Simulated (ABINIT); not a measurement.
Crystal: Zr2CN.

```
Zr N C
1.0
     1.64498    0.94973    5.37262
    -1.64498    0.94973    5.37262
     0.00000   -1.89946    5.37262
Zr N C
2 1 1
Direct
  0.25093 0.25093 0.25093
  0.74907 0.74907 0.74907
  0.50000 0.50000 0.50000
  0.00000 0.00000 0.00000
```

The cell comes from a database or a generator and needn't be the stable form of this composition.

| Property | Result |
| --- | --- |
| Program | ABINIT 10.8.3 (patched build) |
| Task | relaxation of cell and atoms |
| Functional | PBEsol |
| Potentials or basis | JTH PAW PBE v2.0 |
| Cutoff | 707 eV |
| k mesh | 7 × 7 × 7 |
| Occupations | fermi-dirac, width 0.05 eV |
| Spin | no spin polarisation |

At the start: pressure -6.0 GPa; volume 12.59 Å³/atom.

Where does the relaxation end?

Over 7 steps the energy falls by 6.1 meV/atom and the volume is 12.28 Å³/atom (-2.5 %); space group R-3m (No. 166, to 0.05 Å).

The path:
```tsv
step	energy change (eV)	largest force (eV/Å)	pressure (GPa)	volume (Å³)
1	0.0000	0.0753	-5.99	50.36
2	-0.0223	0.1021	-1.66	49.44
3	-0.0244	0.0756	0.09	49.10
4	-0.0245	0.0499	0.07	49.10
5	-0.0246	0.0005	0.00	49.10
6	-0.0246	0.0002	0.00	49.10
7	-0.0246	0.0001	0.00	49.10
```

Final structure:
```cif
data_structure
_symmetry_space_group_name_H-M 'P 1'
_symmetry_Int_Tables_number 1
_cell_length_a 5.6514
_cell_length_b 5.6514
_cell_length_c 5.6514
_cell_angle_alpha 33.549
_cell_angle_beta 33.549
_cell_angle_gamma 33.549
_cell_volume 49.10
loop_
_atom_site_label
_atom_site_type_symbol
_atom_site_fract_x
_atom_site_fract_y
_atom_site_fract_z
_atom_site_occupancy
Zr1 Zr 0.25064 0.25064 0.25064 1
Zr2 Zr 0.74936 0.74936 0.74936 1
N1 N 0.50000 0.50000 0.50000 1
C1 C 0.00000 0.00000 0.00000 1
```

Caveat: the PAW data sets were made with another functional, which shifts forces and pressure a little.
